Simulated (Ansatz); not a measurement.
# GeH₅OSi radical: how energies converge with the basis set

The task here is to estimate one member of a computed series from the others.

Program: Ansatz 0.2.0, Gaussian basis. Level of theory: one geometry, several basis sets. These are calculated values, not measurements.

Levels to be run: PBE0-D4/def2-SVP; ωB97M-V/def2-SVP; PBE0-D4/def2-QZVPP; ωB97M-V/def2-QZVPP; the functionals' def2-TZVPP values are taken from earlier runs.

## The relaxed structure

The geometry comes from an earlier relaxation with PBE0-D4 in a triple-zeta def2 set; it is a stationary point, not always the lowest conformer.

SMILES `[SiH2][O][GeH3]`, 8 atoms, charge 0, spin multiplicity 2.

Atoms are counted from 1 here; the program's logs count them from 0.

Bond lengths: Si1–O2 1.636 Å, Si1–H4 1.491 Å, Si1–H5 1.498 Å, O2–Ge3 1.780 Å, Ge3–H6 1.538 Å, Ge3–H7 1.536 Å, Ge3–H8 1.532 Å. Angles: O2–Si1–H4 108.0°, O2–Si1–H5 110.7°, H4–Si1–H5 109.9°, Si1–O2–Ge3 134.3°, O2–Ge3–H6 108.3°, O2–Ge3–H7 108.0°, O2–Ge3–H8 105.4°, H6–Ge3–H7 111.2°, H6–Ge3–H8 111.9°, H7–Ge3–H8 111.8°.

The first run:

Contents of in.yaml:

```yaml
crystal:
  periodic: [false, false, false]
  atoms:
    - {symbol: Si, position_ang: [-0.550640, 1.206329, -1.211281]}
    - {symbol: O, position_ang: [-0.346609, -0.291420, -0.586490]}
    - {symbol: Ge, position_ang: [0.665161, -0.969035, 0.712413]}
    - {symbol: H, position_ang: [-1.828759, 1.215526, -1.979875]}
    - {symbol: H, position_ang: [-0.604069, 2.231336, -0.119868]}
    - {symbol: H, position_ang: [0.649638, 0.011791, 1.896330]}
    - {symbol: H, position_ang: [2.086945, -1.150337, 0.160456]}
    - {symbol: H, position_ang: [0.020334, -2.311091, 1.072515]}
basis:
  gaussian: {orbitals: def2-SVP}
magnetization: {spin_polarized: true, initial_magnetization: 1}
hamiltonian: {xc: pbe0, dispersion: d4}
output: {orbitals: {seedname: orbitals}}
```

Steps of the session up to this table: PBE0-D4 in def2-SVP; ωB97M-V in def2-SVP; PBE0-D4 in def2-QZVPP; ωB97M-V in def2-QZVPP.

One of the session's tables, all rows but one given; the rest of the session is left out.

It belongs to the step «Functionals by basis». 

```
functional       basis  HOMO (eV)  LUMO (eV)
   PBE0-D4    def2-SVP      -5.65      -1.87
   PBE0-D4  def2-TZVPP      -5.72      -1.93
   PBE0-D4  def2-QZVPP      -5.74      -1.97
   ωB97M-V    def2-SVP      -7.39      -0.17
   ωB97M-V  def2-TZVPP          ?          ?
   ωB97M-V  def2-QZVPP      -7.52      -0.42
```

**Question.** Estimate the row for ωB97M-V, def2-TZVPP.

**Answer.** HOMO (eV): -7.49; LUMO (eV): -0.33. In the column «HOMO (eV)» it lies between ωB97M-V, def2-QZVPP (-7.52) and ωB97M-V, def2-SVP (-7.39).
